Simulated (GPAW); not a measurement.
Crystal: MnSi.

```
CELL_PARAMETERS angstrom
4.54800 0.00000 0.00000
0.00000 4.54800 0.00000
0.00000 0.00000 4.54800
ATOMIC_POSITIONS crystal
Mn 0.86200 0.63800 0.36200
Mn 0.63800 0.36200 0.86200
Mn 0.36200 0.86200 0.63800
Mn 0.13800 0.13800 0.13800
Si 0.15400 0.34600 0.65400
Si 0.34600 0.65400 0.15400
Si 0.65400 0.15400 0.34600
Si 0.84600 0.84600 0.84600
```

* Program: GPAW 26.7.0
* Task: relaxation of cell and atoms
* Functional: PBEsol
* Potentials or basis: PAW data sets generated in the run's folder for this functional
* Cutoff: 600 eV
* Basis: pw
* k mesh: 4 × 4 × 4
* Occupations: fermi-dirac, width 0.05 eV
* Spin: collinear spin, ferromagnetic start
* Starting moments: [4.0, 4.0, 4.0, 4.0, 0.0, 0.0, 0.0, 0.0] μB

At the start: pressure -8.9 GPa; volume 11.76 Å³/atom.

Problem. How do energy, volume and symmetry change on relaxing?

Solution. Over 7 steps the energy falls by 14.0 meV/atom and the volume is 11.28 Å³/atom (-4.1 %); space group P2_13 (No. 198, to 0.05 Å); moment 3.84 μB per cell.

The path:
```tsv
step	energy change (eV)	largest force (eV/Å)	pressure (GPa)	volume (Å³)
1	0.0000	0.2374	-8.91	94.07
2	-0.0210	0.1776	-8.15	93.74
3	-0.0969	0.2799	-1.45	91.09
4	-0.1013	0.2212	-1.47	91.05
5	-0.1119	0.0387	-0.24	90.36
6	-0.1120	0.0312	-0.06	90.29
7	-0.1120	0.0132	0.06	90.24
```

Final structure:
```
Mn Si
1.0
     4.48543    0.00000    0.00000
     0.00000    4.48543    0.00000
     0.00000    0.00000    4.48543
Mn Si
4 4
Cartesian
  3.8703 2.8579 1.6276
  2.8579 1.6276 3.8703
  1.6276 3.8703 2.8579
  0.6152 0.6152 0.6152
  0.6945 1.5482 2.9372
  1.5482 2.9372 0.6945
  2.9372 0.6945 1.5482
  3.7909 3.7909 3.7909
```

Caveat: each step starts from the last one's moments, so a moment once lost doesn't come back; later steps reuse the first step's grids; the moment fell far below its start of 4 μB, so a state of higher moment may lie lower in energy.
